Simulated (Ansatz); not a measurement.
This script makes an all-electron equation of state of BeCo, space group Pm-3m with Ansatz 0.2.0, Python API.

The script, `beco.py`:
```python
"""All-electron equation of state of BeCo."""

from dataclasses import dataclass

import ansatz as az
from ase.eos import EquationOfState
from ase.units import GPa
import numpy as np


@dataclass(frozen=True)
class Settings:
    width_ev: float = 0.1
    mesh: tuple[int, ...] = (11, 11, 11)


settings = Settings()

vectors0 = np.array([
    [2.606, 0.0, 0.0],
    [0.0, 2.606, 0.0],
    [0.0, 0.0, 2.606],
])
sites = [
    ("Be", (0.0, 0.0, 0.0), 0.0),
    ("Co", (0.5, 0.5, 0.5), 3.2),
]


def crystal_on(cell):
    crystal = az.Crystal(lattice=az.Lattice.of(cell))
    for symbol, position, moment in sites:
        crystal = crystal.atom(symbol, position, moment=moment or None)
    return crystal

volumes, energies = [], []
for scale in np.linspace(0.94, 1.06, 7):
    cell = vectors0 * scale ** (1 / 3)
    model = (
        crystal_on(cell).calculation()
        .functional(az.Functional.PBESOL)
        .spin(az.SpinTreatment.COLLINEAR)  # two spin channels
        .occupations(az.OccupationsMethod.FERMI_DIRAC, width=settings.width_ev)
        .kpoints(*settings.mesh)
        .pseudopotentials("all_electron", lapw=True, basis_error=0.001)
    )
    rep = model.run(threads=1).report
    volumes.append(abs(np.linalg.det(cell)) / len(sites))
    energies.append(rep["free_energy_ev"] / len(sites))
    print(f"{scale:.3f} {volumes[-1]:9.4f} A^3/atom {energies[-1]:16.5f} eV/atom  (estimated basis error {1000 * rep['lapw_basis_errors']['total_ev_per_atom']:.2f} meV/atom)")
v0, e0, bulk = EquationOfState(volumes, energies, eos="birchmurnaghan").fit()
print(f"V0 = {v0:.4f} A^3/atom, B0 = {bulk / GPa:.1f} GPa")
```

Its results, one of them left out:

| V (Å³/atom) | F less the lowest row shown (meV/atom) |
| --- | --- |
| 8.318 | ? |
| 8.495 | 0.00 |
| 8.672 | 3.44 |
| 8.849 | 11.17 |
| 9.026 | 22.75 |
| 9.203 | 37.79 |
| 9.380 | 55.91 |

What is the missing energy at 8.318 Å³ an atom?

A third-order Birch-Murnaghan fit, E = E0 + (9 V0 B0 / 16) [(t - 1)³ B' + (t - 1)² (6 - 4t)] with t = (V0/V)^(2/3), through the 6 rows shown gives V0 = 8.454 Å³, B0 = 212.4 GPa, B' = 4.25 and E0 = -0.13 meV. At V = 8.318 Å³, t = 1.01085, and the fit extrapolates to 1.35 meV. The run gave 1.35 meV, a miss of 0.01 meV.

Notes:
- Other magnetic orders than the one started from may lie lower.
- For a metal this k-point mesh is coarse: on a finer one energies can move by several to tens of meV an atom and pressures by half a GPa or more, differences at one mesh by less.
- The starting cell is as deposited in a crystallographic database; the results hold for this polymorph, which needn't be the stable one.
- Wall time of the script: 2 min on 1 thread of Arm Neoverse V1, on a shared host, peak memory 0.46 GiB.
